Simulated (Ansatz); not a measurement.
# PbOSe: the cell at several levels of theory

The task here is to estimate one member of a computed series from the others.

Code: Ansatz 0.2.0. PAW datasets, plane waves, zero pressure. Computed, not measured; no magnetism was allowed, and the structure may never have been made.

### The system as given

The sheet's in-plane cell has a = 3.540 Å, b = 3.540 Å (γ = 120.0°), and its outermost atoms lie 2.88 Å apart along the normal. Pb has 3 O at 2.50 Å and 3 Se at 2.50 Å; O has 3 Pb at 2.50 Å; Se has 3 Pb at 2.50 Å.

The structure in full:

```cif
data_structure
_symmetry_space_group_name_H-M 'P 1'
_symmetry_Int_Tables_number 1
_cell_length_a 3.5404
_cell_length_b 3.5404
_cell_length_c 18.0000
_cell_angle_alpha 90.000
_cell_angle_beta 90.000
_cell_angle_gamma 120.000
_cell_volume 195.40
loop_
_atom_site_label
_atom_site_type_symbol
_atom_site_fract_x
_atom_site_fract_y
_atom_site_fract_z
_atom_site_occupancy
Pb1 Pb 0.00000 0.00000 0.50000 1
O1 O 0.33333 0.66667 0.57992 1
Se1 Se 0.66667 0.33333 0.42008 1
```
The sheet repeats along a and b alone.

Set-up of the first run:

The input, input.yaml:

```yaml
crystal:
  lattice:
    - [3.54042991, 0.0, 0.0]
    - [-1.770214955, 3.0661022424, 0.0]
    - [0.0, 0.0, 18.0]
  atoms:
    - { symbol: Pb, position: [0.0, 0.0, 0.5] }
    - { symbol: O, position: [0.3333333333, 0.6666666667, 0.5799228505] }
    - { symbol: Se, position: [0.6666666667, 0.3333333333, 0.4200771495] }
  periodic: [true, true, false]
kpoints:
  mp_grid: { grid: [12, 12, 1] }
hamiltonian:
  xc: pbe
scf:
  occupations: { method: fermi_dirac, width: 0.02 }
relax:
  f_tol: 0.005
  cell: {}
```

Launch:

```
> ansatz run input.yaml --threads 4 --pin off --max-ram 5529MiB --backend cpu --events-out ev --progress --plain --runs-dir out
```

Among the steps run: Relaxation with PBE; Relaxation with r2SCAN; Relaxation with PBEsol; Relaxing with LDA; HSE06: cell and atoms.

One table of the session follows, with a row left open; its other results are not shown here.

```
 level  a (Å)  area (Å²/atom)
   PBE  3.690           3.932
r2SCAN  3.667           3.881
PBEsol  3.624           3.791
   LDA      ?               ?
 HSE06  3.652           3.850
```

**Question.** Estimate the row for LDA.

The run gave: a (Å): 3.586; area (Å²/atom): 3.711. In the column «a (Å)» it is the lowest.

What this shows: The first relaxation changed the area by +8.7 % from the start. The area runs from LDA (least) to PBE (most), a spread of 5.9 %, or 2.9 % in length if all axes shared it alike. The meshes differ: PBE 12×12×1, r2SCAN 12×12×1, PBEsol 12×12×1, LDA 12×12×1, HSE06 6×6×1.

To keep in mind: Warnings in the runs' records: slab cell height set, xc potential rough in thin density, filled band counts differ across k points.
